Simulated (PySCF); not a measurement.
**Ways to converge the SCF of Tl²⁺**

Do solver options change the result for Tl²⁺, or only the number of cycles?

Computed with PySCF 2.14.0. Level: each script names its method and basis.

2 further runs of the same task are left out: 2 for a known fault of the program.

## (1) The atom

Tl²⁺: 1 atom, charge 2, spin multiplicity 2.

## (2) Base script

Input file input.py:

```python
from pyscf import gto, scf, mp

mol = gto.M(
    atom='Tl 0 0 0',
    basis='jorge-dzp',
    charge=2,
    spin=1,
    symmetry=True,
    verbose=4,
)
mf = scf.UHF(mol)
mf.kernel()
mp.MP2(mf).kernel()
mf.dip_moment()
print('orbital energies (hartree):', [e[max(0, n-3):n+3].round(4) for e, n in zip(mf.mo_energy, mol.nelec)])
```

The run is started by

```bash
$ python input.py
```

Its log is not repeated here.

In short: E(SCF) = -18910.457858 Eh, 8 cycles, E(MP2) − E(SCF) = -0.37837 Eh, ⟨S²⟩ = 0.750.

No relativity is included for the heavy element.

## (3) Initial guess core

Run 1 changes initial guess: minao → core.

Input file input.py:

```python
from pyscf import gto, scf, mp

mol = gto.M(
    atom='Tl 0 0 0',
    basis='jorge-dzp',
    charge=2,
    spin=1,
    symmetry=True,
    verbose=4,
)
mf = scf.UHF(mol)
mf.init_guess = 'core'
mf.kernel()
mp.MP2(mf).kernel()
mf.dip_moment()
print('orbital energies (hartree):', [e[max(0, n-3):n+3].round(4) for e, n in zip(mf.mo_energy, mol.nelec)])
```

The run is started by

```bash
$ python input.py
```

## (4) Level shift 5 hartree

Run 2 changes level shift: none → 5 hartree.

Edit input.py of step 2 so:

```diff
@@ -11,2 +11,3 @@
 mf = scf.UHF(mol)
+mf.level_shift = 5.0
 mf.kernel()
```

## (5) Level shift 0.5 hartree

Run 3 changes level shift: none → 0.5 hartree.

Edit input.py of step 2 so:

```diff
@@ -11,2 +11,3 @@
 mf = scf.UHF(mol)
+mf.level_shift = 0.5
 mf.kernel()
```

**Question.** What will these runs give? Wanted: for each run, E(SCF); from base; gap, α spin; after the SCF.

The runs gave:

```csv
run,E(SCF) (hartree),from base (eV),cycles,"gap, α spin (eV)",after the SCF
base,-18910.457858,0,8,12.48,MP2 correlation -10.296 eV
initial guess core,-18910.457858,0.0000,8,12.48,MP2 correlation -10.296 eV
level shift 5 hartree,-18910.457858,0.0000,47,12.48,MP2 correlation -10.296 eV
level shift 0.5 hartree,-18910.457858,0.0000,11,12.48,MP2 correlation -10.296 eV
```

Distance from each run's final energy (log10 hartree) by cycle:

```csv
run,cycle 1,cycle 2,cycle 3,cycle 5,cycle 8,cycle 12
base,-0.9,-1.8,-2.8,-6.5,-10.0,done
initial guess core,-0.9,-1.8,-2.8,-6.5,-10.0,done
level shift 5 hartree,-1.2,-2.2,-2.6,-3.4,-4.1,-4.7
level shift 0.5 hartree,-0.9,-2.2,-3.4,-6.1,-8.1,done
```

In words: No change of the SCF energy comes from initial guess core or level shift 5 hartree or level shift 0.5 hartree. PySCF falls back to minao for a guess that it doesn't know or can't read, so that run repeats the base. The base needs 8 cycles and the run with level shift 5 hartree needs 47.
